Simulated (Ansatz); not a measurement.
CH₂ClI, SMILES ClCI: the interaction energy of a dimer with the counterpoise correction, run with Ansatz 0.2.0, Python API.

`run_dimer.py`
```python
"""Interaction energy of two CH2ClI molecules, with the counterpoise correction."""

import ansatz as az

FIRST = [
    ("Cl", (-1.3969, 0.1117, 0.9207)),
    ("C", (-0.0405, 0.0988, -0.173)),
    ("I", (1.4545, -0.9799, 0.767)),
    ("H", (0.334, 1.1429, -0.3889)),
    ("H", (-0.3512, -0.3737, -1.1257)),
]
SECOND = [
    ("Cl", (6.1848, 2.2083, 3.9141)),
    ("C", (5.6419, 1.1661, 2.6275)),
    ("I", (4.2333, -0.1007, 3.4602)),
    ("H", (6.4884, 0.5514, 2.2003)),
    ("H", (5.2086, 1.7881, 1.8195)),
]

def energy(atoms, ghosts=()):
    molecule = az.Crystal.molecule()
    for symbol, xyz in atoms:
        molecule = molecule.atom(symbol, xyz)
    calc = (
        molecule.calculation()
        .basis(gaussian="def2-SVP")
        .correlation("mp2")
    )
    deck = calc.input()
    if ghosts:
        deck = deck.set(az.key.basis.gaussian.ghost_atoms, [{"symbol": s, "position_ang": list(xyz)} for s, xyz in ghosts])
    return az.Session.from_dict(deck).plan().execute().report["free_energy_ev"]

# ghost atoms carry the functions of the partner
both = energy(FIRST + SECOND)
alone = energy(FIRST) + energy(SECOND)
ghosted = energy(FIRST, SECOND) + energy(SECOND, FIRST)
print(f"dimer {both:.6f} eV")
print(f"interaction, uncorrected   {(both - alone):8.3f} eV")
print(f"interaction, counterpoise  {(both - ghosted):8.3f} eV")
print(f"basis-set superposition    {(alone - ghosted):8.3f} eV")
```

How large is the interaction at this pose, and how much of it is basis-set superposition?

Uncorrected it is 0.022 eV, with the counterpoise correction 0.050 eV; the difference, 0.03 eV, is the superposition error. In this basis both values are repulsive.

The run itself:

```console
$ python run_dimer.py
dimer -43286.872680 eV
interaction, uncorrected      0.022 eV
interaction, counterpoise     0.050 eV
basis-set superposition       0.028 eV
```

Reading the output:
- Total energies depend on the basis set; only differences at equal settings carry meaning.
- The dimer is a generated trial pose of unrelaxed monomers, not a minimum, so the figure is no binding energy, and the basis set is small.
- def2 sets replace the cores of elements past krypton by effective core potentials.
- It ran for 13 s on 1 thread of Arm Neoverse V1, with other jobs on the host, peak memory 0.41 GiB.

(Lines on the test bed's own set-up are left out of the output.)
